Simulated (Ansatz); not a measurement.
# LiGd4Lu4Al16: the cost of one run

All numbers below are computed with Ansatz 0.2.0 (DFT PBEsol, plane waves, PAW, scalar-relativistic, collinear spin).

1 further run of the same task is left out (it didn't finish).

### 1 Starting point

The cell holds 25 atoms (Al16Gd4LiLu4): a = 7.829 Å, b = 7.829 Å, c = 7.829 Å, α = 90.00°, β = 90.00°, γ = 90.00°.

Its coordinates follow in the input file.

### 2 Preparing the start

input.yaml

```yaml
accuracy: low
crystal:
  lattice:
    - [7.828672, 0.0, 0.0]
    - [0.0, 7.828672, 0.0]
    - [0.0, 0.0, 7.828672]
  atoms:
    - { symbol: Gd, position: [0.75, 0.75, 0.75], spin: 7.0 }
    - { symbol: Lu, position: [0.0, 0.0, 0.0] }
    - { symbol: Al, position: [0.3749613, 0.3749613, 0.3749613] }
    - { symbol: Al, position: [0.3749613, 0.6250387, 0.6250387] }
    - { symbol: Al, position: [0.6250387, 0.6250387, 0.3749613] }
    - { symbol: Al, position: [0.6250387, 0.3749613, 0.6250387] }
    - { symbol: Gd, position: [0.25, 0.25, 0.75], spin: 7.0 }
    - { symbol: Lu, position: [0.5, 0.5, 0.0] }
    - { symbol: Al, position: [0.8749613, 0.8749613, 0.3749613] }
    - { symbol: Al, position: [0.8749613, 0.1250387, 0.6250387] }
    - { symbol: Al, position: [0.1250387, 0.1250387, 0.3749613] }
    - { symbol: Al, position: [0.1250387, 0.8749613, 0.6250387] }
    - { symbol: Gd, position: [0.25, 0.75, 0.25], spin: 7.0 }
    - { symbol: Lu, position: [0.5, 0.0, 0.5] }
    - { symbol: Al, position: [0.8749613, 0.3749613, 0.8749613] }
    - { symbol: Al, position: [0.8749613, 0.6250387, 0.1250387] }
    - { symbol: Al, position: [0.1250387, 0.6250387, 0.8749613] }
    - { symbol: Al, position: [0.1250387, 0.3749613, 0.1250387] }
    - { symbol: Gd, position: [0.75, 0.25, 0.25], spin: 7.0 }
    - { symbol: Lu, position: [0.0, 0.5, 0.5] }
    - { symbol: Al, position: [0.3749613, 0.8749613, 0.8749613] }
    - { symbol: Al, position: [0.3749613, 0.1250387, 0.1250387] }
    - { symbol: Al, position: [0.6250387, 0.1250387, 0.8749613] }
    - { symbol: Al, position: [0.6250387, 0.8749613, 0.1250387] }
    - { symbol: Li, position: [0.7656341, 0.0771176, 0.0770983] }
magnetization:
  spin_polarized: true
basis:
  ecutwfc: 420.0
kpoints:
  mp_grid: { grid: [2, 2, 2] }
hamiltonian:
  xc: pbesol
scf:
  occupations: { method: fermi_dirac, width: 0.05 }
  lower_state_search: "off"
relax:
  f_tol: 0.08
  max_steps: 25
  adjacent_minimum: "off"
```

Command:

```bash
$ ansatz run input.yaml --threads 4 --pin off --max-ram 10240MiB --backend cpu --events-out ev --progress --plain --runs-dir out
```

**Question.** How long does this run take on 4 threads of Intel Xeon 6975P-C (Granite Rapids), shared host, and how much memory does it need?

About 2.4 min, with a peak of 2.3 GiB.
